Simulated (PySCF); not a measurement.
# CF3SO2Cl: NMR shifts at several levels of theory, part 2 of 2

PySCF 2.14.0. Atoms count from 0.

## (6) Shielding tensors: PBE0/6-31G

The job: settings as JSON, then the geometry in Å.

```
{"job": {"kind": "nmr", "xc": "PBE0", "basis": "6-31G", "pop": true}, "charge": 0, "multiplicity": 1}
O      1.325806    -0.177955     1.467253
S      0.953379    -0.116462     0.076932
O      1.411101    -1.053597    -0.916644
Cl     1.301528     1.802009    -0.611273
C     -0.919111    -0.093552    -0.007385
F     -1.327327    -1.294242     0.340337
F     -1.383060     0.804167     0.828604
F     -1.303115     0.180207    -1.231825
```

Level: GIAO PBE0/6-31G NMR shielding, non-relativistic, gas phase.

Log:

```text
coarse grid: 9768 points
cycle   1  E = -1344.6807212248  dE =  2.745e+00  |g| = 1.502e+00  |ddm| = 3.690e+00
cycle   2  E = -1342.7402273798  dE =  1.940e+00  |g| = 3.292e+00  |ddm| = 5.638e+00
cycle   3  E = -1345.1467920371  dE = -2.407e+00  |g| = 5.147e-01  |ddm| = 4.249e+00
cycle   4  E = -1345.2167856157  dE = -6.999e-02  |g| = 1.796e-01  |ddm| = 1.061e+00
cycle   5  E = -1345.2241450031  dE = -7.359e-03  |g| = 4.965e-02  |ddm| = 2.724e-01
cycle   6  E = -1345.2247859302  dE = -6.409e-04  |g| = 1.148e-02  |ddm| = 7.230e-02
cycle   7  E = -1345.2248047239  dE = -1.879e-05  |g| = 7.943e-03  |ddm| = 1.869e-02
cycle   8  E = -1345.2248170932  dE = -1.237e-05  |g| = 1.866e-03  |ddm| = 9.353e-03
cycle   9  E = -1345.2248177497  dE = -6.565e-07  |g| = 5.538e-04  |ddm| = 2.558e-03
final grid: 91928 points
cycle  10  E = -1345.1878542123  dE = -8.946e-06  |g| = 7.757e-03  |ddm| = 2.052e-02
cycle  11  E = -1345.1878267035  dE =  2.751e-05  |g| = 1.352e-02  |ddm| = 2.373e-02
cycle  12  E = -1345.1878669150  dE = -4.021e-05  |g| = 2.123e-03  |ddm| = 1.698e-02
cycle  13  E = -1345.1878679041  dE = -9.891e-07  |g| = 2.798e-04  |ddm| = 2.488e-03
cycle  14  E = -1345.1878679132  dE = -9.149e-09  |g| = 2.022e-04  |ddm| = 4.836e-04
cycle  15  E = -1345.1878679209  dE = -7.685e-09  |g| = 6.118e-05  |ddm| = 2.390e-04
cycle  16  E = -1345.1878679216  dE = -7.274e-10  |g| = 1.600e-05  |ddm| = 8.702e-05
converged SCF energy = -1345.1878679216

GIAO shielding tensors (ppm)
atom      isotropic    diamagn.    paramagn.     s11        s22        s33       span
  0 O       -7.310     395.660    -402.970   -156.110    -27.371    161.551    317.660
  1 S      195.655    1047.134    -851.480    -34.353    167.103    454.213    488.567
  2 O       -5.546     395.700    -401.246   -156.197    -21.577    161.137    317.334
  3 Cl     232.889    1144.335    -911.446   -302.031    -57.094   1057.791   1359.821
  4 C       70.061     252.687    -182.626     64.837     71.374     73.972      9.135
  5 F      259.311     472.359    -213.049    216.375    219.889    341.667    125.292
  6 F      260.390     472.951    -212.560    218.511    223.369    339.290    120.779
  7 F      259.147     472.890    -213.743    215.802    222.612    339.026    123.225
```

Run time: 8 s. Hardware: 1 thread of Arm Neoverse V1, shared host; peak memory 0.48 GiB.

Key values: δ C4 129.5, O0 324.9, S1 345, Cl3 698 ppm (means over like atoms).

## (7) Shielding tensors: PBE0/6-31G*

The job, as its differences from that of step 6:

```diff
@@ -1,2 +1,2 @@
-{"job": {"kind": "nmr", "xc": "PBE0", "basis": "6-31G", "pop": true}, "charge": 0, "multiplicity": 1}
+{"job": {"kind": "nmr", "xc": "PBE0", "basis": "6-31G*", "pop": true}, "charge": 0, "multiplicity": 1}
 O      1.325806    -0.177955     1.467253
```

Level: GIAO PBE0/6-31G* NMR shielding, non-relativistic, gas phase.

Log:

```text
coarse grid: 9768 points
cycle   1  E = -1345.2126501625  dE =  2.199e+00  |g| = 1.452e+00  |ddm| = 3.475e+00
cycle   2  E = -1343.8156072679  dE =  1.397e+00  |g| = 3.112e+00  |ddm| = 3.542e+00
cycle   3  E = -1345.6064248440  dE = -1.791e+00  |g| = 2.466e-01  |ddm| = 2.625e+00
cycle   4  E = -1345.6138555095  dE = -7.431e-03  |g| = 1.745e-01  |ddm| = 4.495e-01
cycle   5  E = -1345.6203414155  dE = -6.486e-03  |g| = 1.837e-02  |ddm| = 1.811e-01
cycle   6  E = -1345.6204130910  dE = -7.168e-05  |g| = 4.845e-03  |ddm| = 2.266e-02
cycle   7  E = -1345.6204166504  dE = -3.559e-06  |g| = 2.538e-03  |ddm| = 5.790e-03
final grid: 91928 points
cycle   8  E = -1345.5829441680  dE = -9.504e-06  |g| = 9.985e-03  |ddm| = 2.197e-02
cycle   9  E = -1345.5829023520  dE =  4.182e-05  |g| = 1.748e-02  |ddm| = 2.469e-02
cycle  10  E = -1345.5829639726  dE = -6.162e-05  |g| = 2.702e-03  |ddm| = 1.626e-02
cycle  11  E = -1345.5829654418  dE = -1.469e-06  |g| = 3.426e-04  |ddm| = 2.444e-03
cycle  12  E = -1345.5829654589  dE = -1.712e-08  |g| = 2.096e-04  |ddm| = 4.926e-04
cycle  13  E = -1345.5829654673  dE = -8.413e-09  |g| = 3.675e-05  |ddm| = 1.855e-04
cycle  14  E = -1345.5829654676  dE = -2.535e-10  |g| = 9.791e-06  |ddm| = 4.420e-05
converged SCF energy = -1345.5829654676

GIAO shielding tensors (ppm)
atom      isotropic    diamagn.    paramagn.     s11        s22        s33       span
  0 O       60.335     394.549    -334.214    -43.302     74.996    149.310    192.613
  1 S      204.190    1047.889    -843.700     27.359    162.669    422.541    395.182
  2 O       61.693     394.552    -332.859    -42.727     79.200    148.607    191.334
  3 Cl     368.171    1145.813    -777.642    -39.148    107.337   1036.324   1075.471
  4 C       74.789     249.920    -175.131     65.128     78.293     80.945     15.817
  5 F      280.897     471.426    -190.529    234.705    255.380    352.608    117.903
  6 F      279.779     472.267    -192.488    239.459    248.080    351.798    112.338
  7 F      279.050     472.225    -193.175    239.045    246.785    351.320    112.274
```

Wall time 12 s (1 thread of Arm Neoverse V1, shared host); peak memory 0.74 GiB.

In short: δ C4 119.4, O0 263.2, S1 342, Cl3 562 ppm (means over like atoms).

## (8) NMR shieldings: PBE0/6-311+G(2d,p)

The job, as its differences from that of step 7:

```diff
@@ -1,2 +1,2 @@
-{"job": {"kind": "nmr", "xc": "PBE0", "basis": "6-31G*", "pop": true}, "charge": 0, "multiplicity": 1}
+{"job": {"kind": "nmr", "xc": "PBE0", "basis": "6-311+G(2d,p)", "pop": true}, "charge": 0, "multiplicity": 1}
 O      1.325806    -0.177955     1.467253
```

With the program's defaults for keys left out, this is: GIAO PBE0/6-311+G(2d,p) NMR shielding, non-relativistic, gas phase.

Log:

```text
coarse grid: 9768 points
cycle   1  E = -1345.4249162006  dE =  2.145e+00  |g| = 1.468e+00  |ddm| = 3.056e+00
cycle   2  E = -1343.9155563329  dE =  1.509e+00  |g| = 3.275e+00  |ddm| = 3.310e+00
cycle   3  E = -1345.7938112055  dE = -1.878e+00  |g| = 2.635e-01  |ddm| = 2.633e+00
cycle   4  E = -1345.8003918884  dE = -6.581e-03  |g| = 1.978e-01  |ddm| = 4.591e-01
cycle   5  E = -1345.8074300332  dE = -7.038e-03  |g| = 2.294e-02  |ddm| = 1.846e-01
cycle   6  E = -1345.8075363642  dE = -1.063e-04  |g| = 6.996e-03  |ddm| = 4.187e-02
cycle   7  E = -1345.8075459001  dE = -9.536e-06  |g| = 2.689e-03  |ddm| = 9.687e-03
final grid: 91928 points
cycle   8  E = -1345.8454511550  dE = -4.454e-05  |g| = 1.020e-02  |ddm| = 3.307e-02
cycle   9  E = -1345.8454076447  dE =  4.351e-05  |g| = 1.803e-02  |ddm| = 2.221e-02
cycle  10  E = -1345.8454671947  dE = -5.955e-05  |g| = 2.561e-03  |ddm| = 1.625e-02
cycle  11  E = -1345.8454682391  dE = -1.044e-06  |g| = 7.703e-04  |ddm| = 2.265e-03
cycle  12  E = -1345.8454683428  dE = -1.037e-07  |g| = 2.879e-04  |ddm| = 8.771e-04
cycle  13  E = -1345.8454683572  dE = -1.439e-08  |g| = 7.898e-05  |ddm| = 2.608e-04
cycle  14  E = -1345.8454683582  dE = -1.062e-09  |g| = 1.859e-05  |ddm| = 7.745e-05
cycle  15  E = -1345.8454683583  dE = -7.003e-11  |g| = 4.341e-06  |ddm| = 1.931e-05
converged SCF energy = -1345.8454683583

GIAO shielding tensors (ppm)
atom      isotropic    diamagn.    paramagn.     s11        s22        s33       span
  0 O       31.438     391.857    -360.419    -74.639     56.287    112.666    187.304
  1 S      148.081    1050.564    -902.484    -42.795     85.350    401.687    444.483
  2 O       32.852     391.758    -358.906    -73.850     60.588    111.816    185.666
  3 Cl     310.855    1146.215    -835.361   -103.226     30.945   1004.845   1108.071
  4 C       61.629     248.586    -186.956     50.975     65.167     68.746     17.770
  5 F      262.856     464.413    -201.557    210.243    242.202    336.123    125.880
  6 F      257.921     463.973    -206.052    209.191    227.212    337.359    128.169
  7 F      257.031     464.013    -206.982    208.255    225.938    336.900    128.645
```

It took 28 s on 1 thread of Arm Neoverse V1, shared host; peak memory 1.2 GiB.

Key values: δ C4 124.8, O0 294.4, S1 359, Cl3 637 ppm (means over like atoms).

## (9) Comparing the runs: NMR shifts

Shifts (ppm), means over like atoms, with basis size and wall time (the measured row can stand on another reference than the computed rows):

```
               run     C4     O0   S1  Cl3     F5  functions   time
     WP04/pcSseg-1  130.1  315.6  343  703  -78.9        150   13 s
 mPW1PW91/pcSseg-1  125.9  313.1  345  641  -84.3        150   13 s
       PBE0/STO-3G   95.0  278.7    3  229  -59.9         48  3.9 s
        PBE0/6-31G  129.5  324.9  345  698  -82.3         80    8 s
       PBE0/6-31G*  119.4  263.2  342  562  -81.0        120   12 s
PBE0/6-311+G(2d,p)  124.8  294.4  359  637  -84.5        232   28 s
          measured      –      –    –    –  -75.5          –      –
```

Measured: G. Saielli, R. Bini, A. Bagno, Computational 19F NMR. 2. Organic compounds, RSC Adv. 2014, ESI (exp. from Berger-Braun-Kalinowski 1994 and Everett 1995).

## (10) Summary of results

The summary covers parts 1 to 2.

| quantity | value |
| --- | --- |
| rotational constants (main isotopes) | 2.05, 1.34, 1.17 GHz |
| ¹³C shifts against TMS (WP04/pcSseg-1) | 130.1 ppm |
| ¹⁷O shifts against H2O (WP04/pcSseg-1, means over atoms taken as alike) | 315.6 ppm |
| ³³S shifts against CS2 (WP04/pcSseg-1) | 343 ppm |
| ³⁵Cl shifts against HCl (WP04/pcSseg-1) | 703 ppm |
| ¹⁹F shifts against CFCl3 (WP04/pcSseg-1, means over atoms taken as alike) | -78.9 ppm |
| measured, and computed on the same scale | F5 δ -75.5, -78.9 ppm |
| range of the shift of Cl3 | 229 to 703 ppm |
| property runs in this session | 6, of which 0 failed and 1 gave unsound results |

**Reading.** Single values in the summary come from the first run of each kind that ended normally (WP04/pcSseg-1), which need not be the best level. Over 8 steps the energy fell by 0.080 eV; of the close pairs, S1–Cl3 changed most, 2.020 to 2.068 Å. No frequency check was run at this level, so the end point may be a saddle. At WP04/pcSseg-1: Shielding is most anisotropic at Cl3 (span 1332 ppm, paramagnetic term -951 ppm). The one measured ¹⁹F shift is missed by -3.4 ppm (computed less measured, unscaled). Vibration, temperature and solvent are missing from the calculation, so part of the miss against the measured shifts is not the functional's. In ppm, Cl3 moves most: its shift spreads over 473 ppm, from 229 (PBE0/STO-3G) to 703 (WP04/pcSseg-1). A minimal basis is unusable for shieldings, so that end is no result. For the one measured ¹⁹F shift, WP04/pcSseg-1 misses least (3.4 ppm, 13 s) and PBE0/STO-3G most (15.6 ppm, 3.9 s). One molecule ranks no method: errors cancel, and vibration and temperature are missing from all runs.
